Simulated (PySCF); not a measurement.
**MoOCl4: geometry, NMR shifts and electronic excitations**

Wanted: the NMR shifts and electronic excitations of MoOCl4 (`[O]=[Mo]([Cl])([Cl])([Cl])[Cl]`), by calculation.

Programs: PySCF 2.14.0, with density-fitted response routines of our own. Each step states its level of theory. These are calculated values for one molecule in the gas phase, unless marked as measured. Atoms count from 0, in the outputs and in this text.

## 1. Starting geometry

6 atoms, charge 0, multiplicity 1; geometry from: GFN2-xTB.

Bonds of the start (Å): Mo0–O1 1.64, Mo0–Cl2 2.26, Mo0–Cl3 2.26, Mo0–Cl4 2.26, Mo0–Cl5 2.26.

## 2. Relaxing the molecule at PBE0-D3(BJ)/def2-SVP

Job settings and geometry (Å):

```
{"job": {"xc": "PBE0", "basis": "def2-SVP", "d3": "d3bj", "grid": 1, "maxiter": 40, "kind": "geom"}, "charge": 0, "multiplicity": 1}
Mo     0.000090    -0.000500     0.131350
O      0.000180    -0.006190     1.774500
Cl     2.178820     0.013910    -0.476150
Cl    -0.012140     2.178970    -0.471270
Cl    -2.179220    -0.010480    -0.472580
Cl     0.012280    -2.175710    -0.485840
```

**Question.** This job is followed by: GIAO PBE0/pcSseg-1 Mo:def2-TZVP NMR shielding, non-relativistic, gas phase; TDDFT CAM-B3LYP/def2-SVPD, vertical, gas phase, core orbitals frozen in the response; GIAO B3LYP/pcSseg-1 Mo:def2-TZVP NMR shielding, non-relativistic, gas phase. Predict these results of the whole session: point group; rotational constants (main isotopes); 17O shifts against H2O (PBE0/def2-TZVP+pcSseg-1); 35Cl shifts against HCl (PBE0/def2-TZVP+pcSseg-1, means over atoms taken as alike); lowest singlet (CAM-B3LYP/def2-SVPD); brightest single state of those computed; lowest triplet; range of the shift of Cl2.

The runs gave:

| quantity | value |
| --- | --- |
| point group | C4v |
| rotational constants (main isotopes) | 1.20, 1.20, 0.73 GHz |
| 17O shifts against H2O (PBE0/def2-TZVP+pcSseg-1) | 1030.3 ppm |
| 35Cl shifts against HCl (PBE0/def2-TZVP+pcSseg-1, means over atoms taken as alike) | 788 ppm |
| lowest singlet (CAM-B3LYP/def2-SVPD) | 2.27 eV (545 nm), f = 0.000 |
| brightest single state of those computed | state 4, 2.76 eV, f = 0.030 |
| lowest triplet | 1.59 eV |
| range of the shift of Cl2 | 788 to 816 ppm |

**Reading.** The optimisation took 4 steps and gained 0.053 eV; among the close pairs (by a distance rule), Mo0–Cl5 changed most, from 2.261 to 2.290 Å. No frequency check was run at this level, so the end point may be a saddle. At PBE0/def2-TZVP+pcSseg-1: The largest span, 1131 ppm, is at O1, where the paramagnetic term is -1093 ppm. The lowest singlet, at 2.27 eV, is HOMO→LUMO 0.98 and is dark; of the 10 states computed, the strongest absorption comes from states 3 to 4 together at 2.76 eV. State 3 absorbs in the visible (450 nm). The lowest triplet lies 0.69 eV below the lowest singlet (triplets in Tamm-Dancoff, singlets in full TDDFT). In ppm, Cl2 (with its like atoms) moves most: its shift spreads over 28 ppm, from 788 (PBE0/def2-TZVP+pcSseg-1) to 816 (B3LYP/def2-TZVP+pcSseg-1). Spin-orbit coupling is left out, which matters for shieldings and couplings at and beside the heavy atoms.
